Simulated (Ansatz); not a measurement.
# C₃H₆BN: basis-set convergence

One table from this session's results is given with a row withheld; the runs are named, their logs left out.

The runs use Ansatz 0.2.0, Gaussian basis; one geometry, several basis sets.

Plan: PBE0-D4/def2-SVP; ωB97M-V/def2-SVP; PBE0-D4/def2-QZVPP; ωB97M-V/def2-QZVPP; the functionals' def2-TZVPP values are taken from earlier runs.

## The relaxed structure

All runs share one geometry, relaxed beforehand with PBE0-D4 in a triple-zeta def2 set.

SMILES `BNC=C=C`, 11 atoms, charge 0, spin multiplicity 1.

Atoms are counted from 1 here; the program's logs count them from 0.

Bond lengths: B1–N2 1.393 Å, B1–H6 1.194 Å, B1–H7 1.196 Å, N2–C3 1.399 Å, N2–H8 1.009 Å, C3–C4 1.306 Å, C3–H9 1.086 Å, C4–C5 1.300 Å, C5–H10 1.087 Å, C5–H11 1.087 Å. Angles: N2–B1–H6 118.5°, N2–B1–H7 118.6°, H6–B1–H7 122.9°, B1–N2–C3 126.0°, B1–N2–H8 120.2°, C3–N2–H8 113.8°, N2–C3–C4 125.1°, N2–C3–H9 114.5°, C4–C3–H9 120.4°, C3–C4–C5 179.4°, C4–C5–H10 121.6°, C4–C5–H11 121.6°, H10–C5–H11 116.9°.

The first run:

The input, in.yaml:

```yaml
crystal:
  periodic: [false, false, false]
  atoms:
    - {symbol: B, position_ang: [-0.579283, 1.543493, 1.696697]}
    - {symbol: N, position_ang: [-0.030573, 0.492053, 0.966698]}
    - {symbol: C, position_ang: [-0.288980, 0.199931, -0.376702]}
    - {symbol: C, position_ang: [0.236262, -0.791822, -1.044863]}
    - {symbol: C, position_ang: [0.751326, -1.774522, -1.721634]}
    - {symbol: H, position_ang: [-0.262771, 1.667495, 2.841705]}
    - {symbol: H, position_ang: [-1.345575, 2.281581, 1.150249]}
    - {symbol: H, position_ang: [0.618763, -0.144600, 1.404573]}
    - {symbol: H, position_ang: [-0.986347, 0.878172, -0.858554]}
    - {symbol: H, position_ang: [1.681299, -1.659908, -2.272787]}
    - {symbol: H, position_ang: [0.271179, -2.748871, -1.764684]}
basis:
  gaussian: {orbitals: def2-SVP}
hamiltonian: {xc: pbe0, dispersion: d4}
output: {orbitals: {seedname: orbitals}}
```

Launch:

```sh
$ ansatz run in.yaml --threads 2 --pin off --events-out ev --progress --plain --max-ram 4352MiB
```

Steps of the session up to this table: PBE0-D4 in def2-SVP; ωB97M-V in def2-SVP; PBE0-D4 in def2-QZVPP; ωB97M-V in def2-QZVPP.

One of the session's tables, all rows but one given; the rest of the session is left out.

It belongs to the step «Density functionals: the series». 

| functional | basis | HOMO (eV) | LUMO (eV) |
| --- | --- | --- | --- |
| PBE0-D4 | def2-SVP | ? | ? |
| PBE0-D4 | def2-TZVPP | -6.73 | -0.41 |
| PBE0-D4 | def2-QZVPP | -6.74 | -0.46 |
| ωB97M-V | def2-SVP | -8.81 | 1.79 |
| ωB97M-V | def2-TZVPP | -8.87 | 1.46 |
| ωB97M-V | def2-QZVPP | -8.88 | 1.27 |

Q: Estimate the row for PBE0-D4, def2-SVP from the others.

The run gave: HOMO (eV): -6.69; LUMO (eV): -0.26. In the column «HOMO (eV)» it is the highest.
